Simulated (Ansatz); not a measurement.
**YTe: from a first cell to all-electron results**

What cell, bands and charges does YTe have, and do the methods agree? Methods of the runs shown: PAW and LAPW. Its runs: cell and atoms relaxed (PAW and LAPW); the reference run (LAPW and PAW).

The COD entry's cell or inner coordinates are ideal or old and differ from later refinements, so a difference from it is no clean test against experiment.

Program: Ansatz 0.2.0. Level of theory: DFT PBEsol, with the methods named in each step. These are calculated values, not measurements.

## 1. The structure to begin with

It takes space group Fm-3m (No. 225, cubic). Conventional cell: a = 6.080 Å, b = 6.080 Å, c = 6.080 Å, α = 90.00°, β = 90.00°, γ = 90.00°. Around Y (site symmetry m-3m) lie 6 Te at 3.04 Å. Te (site symmetry m-3m) is surrounded by 6 Y at 3.04 Å.

Structure file:

```xyz
2
Lattice="0.0000 3.0400 3.0400 3.0400 0.0000 3.0400 3.0400 3.0400 0.0000" Properties=species:S:1:pos:R:3 pbc="T T T"
Y     3.0400    3.0400    3.0400
Te    0.0000    0.0000    0.0000
```

Atoms are numbered in the order of the input: Y1, Te2.

## 2. Cell and atoms relaxed, PAW

input.yaml reads:

```yaml
crystal:
  lattice:
    - [0.0, 3.04, 3.04]
    - [3.04, 0.0, 3.04]
    - [3.04, 3.04, 0.0]
  atoms:
    - { symbol: "Y", position: [0.5, 0.5, 0.5] }
    - { symbol: Te, position: [0.0, 0.0, 0.0] }
kpoints:
  mp_grid: { grid: [12, 12, 12] }
scf:
  occupations: { method: fermi_dirac, width: 0.05 }
hamiltonian:
  xc: pbesol
  pseudopotentials: { kind: paw }
output:
  forces: true
  stress: true
relax:
  f_tol: 0.005
  max_steps: 50
  cell: {}
```

The run is started by

```bash
ansatz run input.yaml --threads 1 --pin off --max-ram 2048MiB --backend cpu --events-out ev --progress --plain --runs-dir out
```

Further steps of the session: The relaxed cell, LAPW; The relaxed cell, PAW; Cell and atoms relaxed, LAPW.

**Question.** What will these runs give? Wanted: volume, relaxed; gap (for each run or level that gives them).

**Answer**, as computed:

| quantity | value |
| --- | --- |
| volume, relaxed (PAW) | 28.094 Å³/atom, Fm-3m |
| volume, relaxed (LAPW) | 28.094 Å³/atom, Fm-3m |
| gap (LAPW) | none |

Relaxing changes the volume by +0.0 %, to 28.09 Å³/atom; LAPW takes no step, as its stress at PAW's cell is inside the tolerance. The count of 51 electrons in bands leaves a band partly filled, so there is no gap. In pressure, PAW differs from LAPW by -0.01 GPa. Spin-orbit coupling is left out, though the cell holds Te; in elements this heavy it can shift bands and gaps by tenths of an eV.
